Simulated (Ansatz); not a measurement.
**C2H9BSe: basis-set convergence**

One table from this session's results is given with a row withheld; the runs are named, their logs left out.

Program: Ansatz 0.2.0, Gaussian basis. Level of theory: one geometry, several basis sets. These are calculated values, not measurements.

Plan: PBE0-D4/def2-SVP; ωB97M-V/def2-SVP; PBE0-D4/def2-QZVPP; ωB97M-V/def2-QZVPP; the functionals' def2-TZVPP values are taken from earlier runs.

### The geometry

The geometry comes from an earlier relaxation with PBE0-D4 in a triple-zeta def2 set; it is a stationary point, not always the lowest conformer.

SMILES `C[BH-](C)[SeH2+]`, 13 atoms, charge 0, spin multiplicity 1.

Atoms are counted from 1 here; the program's logs count them from 0.

Bond lengths: C1–B2 1.597 Å, C1–H5 1.094 Å, C1–H6 1.096 Å, C1–H7 1.097 Å, B2–C3 1.593 Å, B2–Se4 2.281 Å, B2–H8 1.214 Å, C3–H9 1.096 Å, C3–H10 1.094 Å, C3–H11 1.098 Å, Se4–H12 1.469 Å, Se4–H13 1.472 Å. Angles: B2–C1–H5 114.8°, B2–C1–H6 113.7°, B2–C1–H7 107.3°, H5–C1–H6 108.1°, H5–C1–H7 106.2°, H6–C1–H7 106.1°, C1–B2–C3 118.1°, C1–B2–Se4 102.0°, C1–B2–H8 115.5°, C3–B2–Se4 106.1°, C3–B2–H8 116.1°, Se4–B2–H8 94.0°, B2–C3–H9 113.5°, B2–C3–H10 114.5°, B2–C3–H11 107.7°, H9–C3–H10 108.1°, H9–C3–H11 106.2°, H10–C3–H11 106.2° and more.

Set-up of the first run:

Input file in.yaml:

```yaml
crystal:
  periodic: [false, false, false]
  atoms:
    - {symbol: C, position_ang: [-0.994247, 0.963324, -0.849310]}
    - {symbol: B, position_ang: [-0.047092, -0.277589, -0.514442]}
    - {symbol: C, position_ang: [1.432117, 0.023749, -0.006642]}
    - {symbol: Se, position_ang: [-1.133042, -1.244459, 1.243490]}
    - {symbol: H, position_ang: [-2.035143, 0.701283, -1.061382]}
    - {symbol: H, position_ang: [-0.989202, 1.742775, -0.078833]}
    - {symbol: H, position_ang: [-0.606088, 1.433816, -1.761265]}
    - {symbol: H, position_ang: [-0.177086, -1.244357, -1.237504]}
    - {symbol: H, position_ang: [1.475927, 0.772067, 0.792790]}
    - {symbol: H, position_ang: [1.987555, -0.858891, 0.324114]}
    - {symbol: H, position_ang: [1.995608, 0.442768, -0.850313]}
    - {symbol: H, position_ang: [-0.092269, -2.182269, 1.687007]}
    - {symbol: H, position_ang: [-0.796637, -0.306916, 2.327087]}
basis:
  gaussian: {orbitals: def2-SVP}
hamiltonian: {xc: pbe0, dispersion: d4}
output: {orbitals: {seedname: orbitals}}
```

Launch:

```
> ansatz run in.yaml --threads 4 --pin off --events-out ev --progress --plain --max-ram 10444MiB
```

Steps of the session up to this table: PBE0-D4 in def2-SVP; ωB97M-V in def2-SVP; PBE0-D4 in def2-QZVPP; ωB97M-V in def2-QZVPP.

One of the session's tables, all rows but one given; the rest of the session is left out.

It belongs to the step «Functionals by basis». 

```
functional       basis  HOMO (eV)  LUMO (eV)
   PBE0-D4    def2-SVP      -7.77      -0.34
   PBE0-D4  def2-TZVPP      -7.86      -0.51
   PBE0-D4  def2-QZVPP      -7.87      -0.56
   ωB97M-V    def2-SVP      -9.92       1.69
   ωB97M-V  def2-TZVPP          ?          ?
   ωB97M-V  def2-QZVPP     -10.01       1.06
```

Q: Estimate the row for ωB97M-V, def2-TZVPP from the others.

**Answer.** HOMO (eV): -10.01; LUMO (eV): 1.42.
